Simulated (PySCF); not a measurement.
# C2H7BF2Si: the cost of one run

Computed with PySCF 2.14.0, with density-fitted response routines of our own, on a single molecule in the gas phase. Atoms count from 0, in the outputs and in this text.

### Step 1. The molecule as given

13 atoms, charge 0, multiplicity 1; geometry from: PBE0-D3(BJ)/def2-SVP.

Bonds of the start (Å): C0–C1 1.53, C1–Si2 1.89, Si2–B3 2.03, B3–F4 1.32, B3–F5 1.32, C0–H6 1.10, C0–H7 1.10, C0–H8 1.10, C1–H9 1.10, C1–H10 1.10, Si2–H11 1.50, Si2–H12 1.50.

### Step 2. Shielding tensors: PBE0/6-31G*

Job settings and geometry (Å):

```
{"job": {"kind": "nmr", "xc": "PBE0", "basis": "6-31G*", "pop": true}, "charge": 0, "multiplicity": 1}
C     -1.808579    -0.093368    -0.202790
C     -0.387704    -0.514581     0.156864
Si     0.969674     0.622167    -0.500168
B      2.793090    -0.145549    -0.029074
F      2.949417    -1.447773     0.140764
F      3.880797     0.587138     0.119645
H     -2.555390    -0.786236     0.216346
H     -1.958812    -0.069071    -1.293618
H     -2.042674     0.912482     0.180223
H     -0.170555    -1.529453    -0.219660
H     -0.265879    -0.575118     1.252581
H      0.836764     2.007748     0.052236
H      0.883513     0.728604    -1.994657
```

Method: GIAO PBE0/6-31G* NMR shielding, non-relativistic, gas phase.

Launch:

```bash
$ OMP_NUM_THREADS=1 python probes_run.py task.json out
```

This one command runs all jobs of the session in turn.

**Question.** How long does this first job take on 1 thread of Arm Neoverse V1, shared host, and how much memory does it need?

About 8.5 s, with a peak of 0.57 GiB.
